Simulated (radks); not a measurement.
# The Coulomb parameter U of the 5d shell of Ta⁺

An exercise on one series of results from a longer session: the logs are not shown, and one member is left open.

Program: radks (a radial shooting solver on a logarithmic mesh, Libxc functionals) version 1. Level of theory: scalar-relativistic Kohn-Sham, SCAN, spin-unpolarised, spherical densities, finite nucleus. These are calculated values, not measurements, unless marked.

### The system

| Item | Value |
| --- | --- |
| element | tantalum (Z = 73) |
| charge | +1 |
| electrons | 72 |
| configuration | [Xe] 4f14 5d3 6s1 |
| nuclear rms radius | 5.3507 fm |

The outer shells:

Ta⁺
```
[Xe] core
4f [↑↓][↑↓][↑↓][↑↓][↑↓][↑↓][↑↓]
5d [↑ ][↑ ][↑ ][  ][  ]
6s [↑ ]
```

The first run:

Input:

```text
Z 73
configuration [Xe] 4f14 5d3 6s1
relativity scalar-relativistic
functional scan,scan
spin unpolarised
nucleus finite rms 5.3507 fm
c 137.035999084
```

Among the steps run: Start: [Xe] 4f14 5d3 6s1.

One table of the session follows, with a row left open; its other results are not shown here.

It belongs to the step «Start: [Xe] 4f14 5d3 6s1». Radial moments (bohr):

| level | <r> | outermost maximum (interpolated) | 90 % within | nodes |
| --- | --- | --- | --- | --- |
| 4s | 0.4586 | 0.429 | 0.658 | 3 |
| 4p | 0.4873 | 0.450 | 0.708 | 2 |
| 4d | 0.5230 | 0.462 | 0.785 | 1 |
| 5s | 1.100 | 0.984 | 1.58 | 4 |
| 5p | 1.296 | 1.12 | 1.90 | 3 |
| 4f | 0.6388 | 0.442 | 1.07 | 0 |
| 6s | 3.027 | 2.65 | 4.41 | 5 |
| 5d | ? | ? | ? | ? |

Estimate the missing values for 5d.

**Answer.** <r>: 2.097; outermost maximum (interpolated): 1.59; 90 % within: 3.33; nodes: 2. In the column «<r>» it lies between 5p (1.296) and 6s (3.027).
